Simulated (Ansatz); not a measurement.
# HfC (rocksalt type): how the settings move a single-point run

Aim: see which settings change the result for HfC (rocksalt type), by how much, and at what cost.

Computed with Ansatz 0.2.0 (reference: DFT, PBE, PAW with Ansatz's default frozen-core files, scalar-relativistic, unless a step's input says otherwise).

## Step 1: Starting point

Symmetry: Fm-3m, No. 225, cubic system. The conventional cell has a = 3.923 Å, b = 3.923 Å, c = 3.923 Å, α = 90.00°, β = 90.00°, γ = 90.00°. Hf (site symmetry m-3m) has 6 C at 1.96 Å in its first shell of neighbours. C (site symmetry m-3m) is surrounded by 6 Hf at 1.96 Å.

Coordinates:

```xyz
2
Lattice="0.0000 1.9615 1.9615 1.9615 0.0000 1.9615 1.9615 1.9615 0.0000" Properties=species:S:1:pos:R:3 pbc="T T T"
Hf    0.0000    0.0000    0.0000
C     1.9615    1.9615    1.9615
```

## Step 2: The reference run

input.yaml

```yaml
crystal:
  lattice:
    - [0.0, 1.9614555596, 1.9614555596]
    - [1.9614555596, 0.0, 1.9614555596]
    - [1.9614555596, 1.9614555596, 0.0]
  atoms:
    - { symbol: Hf, position: [0.0, 0.0, 0.0] }
    - { symbol: C, position: [0.5, 0.5, 0.5] }
kpoints:
  mp_grid: { grid: [15, 15, 15] }
scf:
  occupations: { method: fermi_dirac, width: 0.08 }
hamiltonian:
  xc: pbe
  pseudopotentials: { kind: paw }
output:
  forces: true
  stress: true
  eigenvalues: true
  populations: true
```

The run is started by

```sh
ansatz run input.yaml --threads 1 --pin off --max-ram 2048MiB --backend cpu --events-out ev --progress --plain --runs-dir out
```

## Step 3: Variant: mixing.algorithm msr1, mixing.beta 0.9

input.yaml, as its differences from that of step 2:

```diff
@@ -12,2 +12,3 @@
   occupations: { method: fermi_dirac, width: 0.08 }
+  mixing: { algorithm: msr1, beta: 0.9 }
 hamiltonian:
```

**Question.** What will these runs give? Wanted: for each run, ending; energy change; pressure; gap; force.

The runs gave:

| run | ending | energy change | pressure (GPa) | gap (eV) | force (eV/Å) | cycles | time |
| --- | --- | --- | --- | --- | --- | --- | --- |
| reference | converged | 0 | 320.5 | 0.00 | 0.00 | 7 | 3.4 s |
| 1: mixing.algorithm msr1, mixing.beta 0.9 | converged | 0.0 meV/atom | 320.5 | 0.00 | 0.00 | 7 | 3.1 s |

Residual by cycle in the longest SCF loop of each run; runs are numbered as in the table. The quantity is the density residual dr2, in eV.

| cycle | reference | run 1 |
| --- | --- | --- |
| 1 | 0.0487 | 0.0487 |
| 2 | 0.0255 | 0.00158 |
| 3 | 0.00179 | 0.00442 |
| 4 | 8.8e-5 | 2.3e-5 |
| 5 | 1.1e-6 | 1.7e-5 |
| 6 | 5.1e-8 | 2.3e-7 |
| 7 | 9.3e-10 | 3.6e-10 |

**Reading.** Energy and cycle count are those of the reference, so the change (mixing) left the result and the number of cycles as they were. The structure is not at rest: the sound run finds 321 GPa, so these are no properties of the relaxed crystal. 

At pressures up to 321 GPa the PAW spheres may overlap and frozen cores may not hold, so those PAW values are rough without an all-electron check.
